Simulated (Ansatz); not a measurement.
# In3SbAs2: a trial structure relaxed

The task: take a trial cell of In3SbAs2 to zero force and stress.

Method: DFT PBE, scalar-relativistic, plane waves, PAW, in Ansatz 0.2.0.

2 further runs of the same task are left out: 1 that didn't finish, 1 set aside as unsound or not needed.

### Step 1. The system as given

The structure is orthorhombic, space group Pmm2 (No. 25). Conventional cell: a = 2.942 Å, b = 5.661 Å, c = 9.269 Å, α = 90.00°, β = 90.00°, γ = 90.00°. Around In (site symmetry mm2) lie 2 Sb at 2.93 Å and 4 In at 2.94 to 3.09 Å. In (site symmetry mm2) has 2 As at 2.93 Å and 4 In at 2.94 to 3.09 Å as nearest neighbours. Sb (site symmetry mm2) has 2 In at 2.93 Å and 2 Sb at 2.94 Å and 2 As at 3.09 Å as nearest neighbours. As (site symmetry mm2) is surrounded by 2 In at 2.93 Å and 2 As at 2.94 Å and 1 Sb at 3.09 Å.

As a file:

```cif
data_structure
_symmetry_space_group_name_H-M 'P 1'
_symmetry_Int_Tables_number 1
_cell_length_a 2.9415
_cell_length_b 5.6614
_cell_length_c 9.2690
_cell_angle_alpha 90.000
_cell_angle_beta 90.000
_cell_angle_gamma 90.000
_cell_volume 154.36
loop_
_atom_site_label
_atom_site_type_symbol
_atom_site_fract_x
_atom_site_fract_y
_atom_site_fract_z
_atom_site_occupancy
In1 In 0.00000 0.00000 0.00000 1
In2 In 0.00000 0.00000 0.33333 1
In3 In 0.00000 0.00000 0.66667 1
Sb1 Sb 0.00000 0.50000 0.91667 1
As1 As 0.00000 0.50000 0.25000 1
As2 As 0.00000 0.50000 0.58333 1
```

The start is an ordering of an alloy on its end members' structure types: elements ordered on the sites of the InSb type, As/Sb on Sb (Pmm2, No. 25).

### Step 2. A first look at the guess

input.yaml reads:

```yaml
crystal:
  lattice:
    - [2.94154168, 0.0, 0.0]
    - [0.0, 5.66138463, 0.0]
    - [0.0, 0.0, 9.26903085]
  atoms:
    - { symbol: In, position: [0.0, 0.0, 0.0] }
    - { symbol: In, position: [0.0, 0.0, 0.33333333] }
    - { symbol: In, position: [0.0, 0.0, 0.66666667] }
    - { symbol: Sb, position: [0.0, 0.5, 0.91666667] }
    - { symbol: As, position: [0.0, 0.5, 0.25] }
    - { symbol: As, position: [0.0, 0.5, 0.58333333] }
basis:
  ecutwfc: 420
kpoints:
  mp_grid: { grid: [6, 4, 2] }
hamiltonian:
  xc: pbe
scf:
  occupations: { method: gaussian, width: 0.1 }
  lower_state_search: "off"
output:
  forces: true
  stress: true
  eigenvalues: true
```

Command:

```console
$ ansatz run input.yaml --threads 1 --pin off --max-ram 2560MiB --backend cpu --events-out ev --progress --plain --runs-dir out
```

The session goes on with these runs: final relaxation.

Before running it: what results should come out? Wanted: conventional cell; volume; energy over the elements; gap on the mesh.

As calculated:

| quantity | value |
| --- | --- |
| symmetry at the end (tolerance 0.05 Å) | space group Pmmm (No. 47) |
| conventional cell | a = 2.962 Å, b = 6.007 Å, c = 8.851 Å, α = 90.00°, β = 90.00°, γ = 90.00° |
| volume | 26.25 Å³/atom |
| energy over the elements | +0.12 eV/atom |
| gap on the mesh | none (metal) |

In words: The symmetry goes from space group Pmm2 (No. 25) to space group Pmmm (No. 47) (read at 0.05 Å; 0.001 Å gives Pmm2 (No. 25)), and the volume per atom grows by 2.0 % from the first guess. With a positive formation energy it can't be a ground state. No finished test with a distortion of lower symmetry is shown, so the end may be a saddle point. Spin-orbit coupling is left out for Sb.
